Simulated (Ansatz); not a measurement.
# CH9NSSi2: the cost of one run

Program: Ansatz 0.2.0. Level of theory: RKS PBE/STO-3G. These are calculated values, not measurements.

## 1. The structure to begin with

Bond lengths: N1–Si2 1.647 Å, Si2–C3 1.838 Å, C3–Si4 1.864 Å, C3–S5 1.810 Å, N1–H6 1.053 Å, N1–H7 1.030 Å, Si2–H8 1.433 Å, Si2–H9 1.522 Å, C3–H10 1.119 Å, Si4–H11 1.430 Å, Si4–H12 1.536 Å, Si4–H13 1.415 Å, S5–H14 1.296 Å. Angles (14 of 22 angles, heavy atoms first): N1–Si2–C3 111.1°, Si2–C3–Si4 107.1°, Si2–C3–S5 112.3°, Si4–C3–S5 111.9°, N1–Si2–H8 107.1°, N1–Si2–H9 104.1°, C3–Si2–H8 112.3°, C3–Si2–H9 112.4°, Si2–N1–H6 111.8°, Si2–N1–H7 114.4°, Si2–C3–H10 109.6°, Si4–C3–H10 106.2°, S5–C3–H10 109.5°, C3–Si4–H11 111.7°.

Structure file:

```xyz
14

N    -1.1063    2.2345    0.3889
Si   -0.6239    0.7347    0.8701
C     0.3996   -0.0781   -0.4218
Si    0.8688   -1.7605    0.2291
S    -0.4589   -0.1854   -2.0119
H    -1.7064    2.1944   -0.4750
H    -0.3360    2.8685    0.1336
H    -1.8083   -0.0116    1.1749
H     0.1562    0.9887    2.1523
H     1.3573    0.4850   -0.5523
H     1.6232   -2.5060   -0.7302
H    -0.4093   -2.5738    0.4849
H     1.5308   -1.6876    1.4773
H     0.5002   -0.7321   -2.6911
```

## 2. Relaxing the start

input.yaml reads:

```yaml
crystal:
  periodic: [false, false, false]
  atoms:
    - { symbol: "N", position_ang: [-1.1063, 2.2345, 0.3889] }
    - { symbol: Si, position_ang: [-0.6239, 0.7347, 0.8701] }
    - { symbol: C, position_ang: [0.3996, -0.0781, -0.4218] }
    - { symbol: Si, position_ang: [0.8688, -1.7605, 0.2291] }
    - { symbol: S, position_ang: [-0.4589, -0.1854, -2.0119] }
    - { symbol: H, position_ang: [-1.7064, 2.1944, -0.475] }
    - { symbol: H, position_ang: [-0.336, 2.8685, 0.1336] }
    - { symbol: H, position_ang: [-1.8083, -0.0116, 1.1749] }
    - { symbol: H, position_ang: [0.1562, 0.9887, 2.1523] }
    - { symbol: H, position_ang: [1.3573, 0.485, -0.5523] }
    - { symbol: H, position_ang: [1.6232, -2.506, -0.7302] }
    - { symbol: H, position_ang: [-0.4093, -2.5738, 0.4849] }
    - { symbol: H, position_ang: [1.5308, -1.6876, 1.4773] }
    - { symbol: H, position_ang: [0.5002, -0.7321, -2.6911] }
basis:
  gaussian: { orbitals: STO-3G }
hamiltonian:
  xc: pbe
relax:
  f_tol: 0.02
  max_steps: 40
scf:
  lower_state_search: "off"
```

Launch:

```sh
> ansatz run input.yaml --threads 1 --pin off --max-ram 2048MiB --backend cpu --events-out ev --progress --plain --runs-dir out
```

**Question.** How long does this run take on 1 thread of an x86-64 CPU, shared host, and how much memory does it need?

About 78 s, with a peak of 0.15 GiB.
